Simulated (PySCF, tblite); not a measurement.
**C3H11PSSi2: geometry, infrared bands and NMR shifts**

Wanted: the infrared bands and NMR shifts of C3H11PSSi2 (`C=CSC[SiH2]P[SiH3]`), by calculation.

Computed with tblite 0.8.0 and PySCF 2.14.0, with density-fitted response routines of our own, on a single molecule in the gas phase. Atoms count from 0, in the outputs and in this text.

## (1) Starting geometry

18 atoms, charge 0, multiplicity 1; geometry from: force field or distance geometry start.

Bonds of the start (Å): C0–C1 1.30, C1–S2 1.79, S2–C3 1.78, C3–Si4 1.86, Si4–P5 2.12, P5–Si6 2.17, C0–H7 1.12, C0–H8 1.06, C1–H9 1.13, C3–H10 1.14, C3–H11 1.13, Si4–H12 1.51, Si4–H13 1.49, P5–H14 1.40, Si6–H15 1.47, Si6–H16 1.47, Si6–H17 1.47.

## (2) Optimising the geometry with GFN2-xTB

Job settings and geometry (Å):

```
{"job": {"kind": "relax", "xc": "GFN2-xTB", "basis": "xTB"}, "charge": 0, "multiplicity": 1}
C     -2.314900     1.915900    -0.084000
C     -2.955900     0.827900     0.212300
S     -2.284900    -0.762800     0.697100
C     -1.327500    -1.424000    -0.652800
Si     0.493500    -1.580200    -0.309000
P      1.555400     0.098700    -1.050200
Si     3.541100     0.472300    -0.268700
H     -2.932700     2.810000    -0.345800
H     -1.266500     2.057100    -0.097200
H     -4.087300     0.852600     0.179000
H     -1.429800    -0.785600    -1.586500
H     -1.818300    -2.393100    -0.972000
H      0.908100    -2.872500    -0.978400
H      0.760100    -1.907100     1.116700
H      1.083900     0.911100    -2.091500
H      3.916600    -0.430500     0.830700
H      3.625000     1.863200     0.208600
H      4.525400     0.353300    -1.349600
```

Started as:

```
$ OMP_NUM_THREADS=1 python probes_run.py task.json out
```

The driver reads the jobs from task.json and runs them one after another.

**Question.** This job is followed by: GFN2-xTB harmonic vibrations, gas phase; GIAO PBE0/pcSseg-1 NMR shielding, non-relativistic, gas phase. What will the session give for the following? strongest single infrared mode (GFN2-xTB); zero-point energy (GFN2-xTB); ¹³C shifts against TMS (PBE0/pcSseg-1); ¹H shifts against TMS (PBE0/pcSseg-1, means over atoms taken as alike); ³³S shifts against CS2 (PBE0/pcSseg-1); ²⁹Si shifts against TMS (PBE0/pcSseg-1); ³¹P shifts against H3PO4 (PBE0/pcSseg-1); surface potential, 1st and 99th percentile.

As calculated:

```
                                                              quantity                                         value
                             strongest single infrared mode (GFN2-xTB)                          753 cm⁻¹, 357 km/mol
                                          zero-point energy (GFN2-xTB)                                 75.3 kcal/mol
                                ¹³C shifts against TMS (PBE0/pcSseg-1)                        140.8, 113.7, 14.7 ppm
¹H shifts against TMS (PBE0/pcSseg-1, means over atoms taken as alike)  6.44, 5.61, 5.10, 4.30, 4.11, 1.92, 0.24 ppm
                                ³³S shifts against CS2 (PBE0/pcSseg-1)                                        53 ppm
                               ²⁹Si shifts against TMS (PBE0/pcSseg-1)                              -46.8, -84.6 ppm
                              ³¹P shifts against H3PO4 (PBE0/pcSseg-1)                                    -331.8 ppm
                                 surface potential, 1st and 99th percentile                            -0.82 V and 1.15 V
```

**Reading.** Over 241 steps the energy fell by 1.505 eV; of the close pairs, Si4–P5 changed most, 2.120 to 2.230 Å. No mode is imaginary among the 48: a minimum at this level. GFN2-xTB is a fitted tight-binding method: band positions and strengths are rough. Its intensities can rank the bands wrongly. C1 (alkene CH) lies farthest downfield among carbon, at 140.8 ppm; as expected for a trigonal carbon in a double bond. H9 (hydrogen on an alkene CH) lies farthest downfield among hydrogen, at 6.44 ppm; a vinylic proton, deshielded by the sp2 carbon and the C=C anisotropy. At PBE0/pcSseg-1: Shielding is most anisotropic at S2 (span 298 ppm, paramagnetic term -605 ppm).
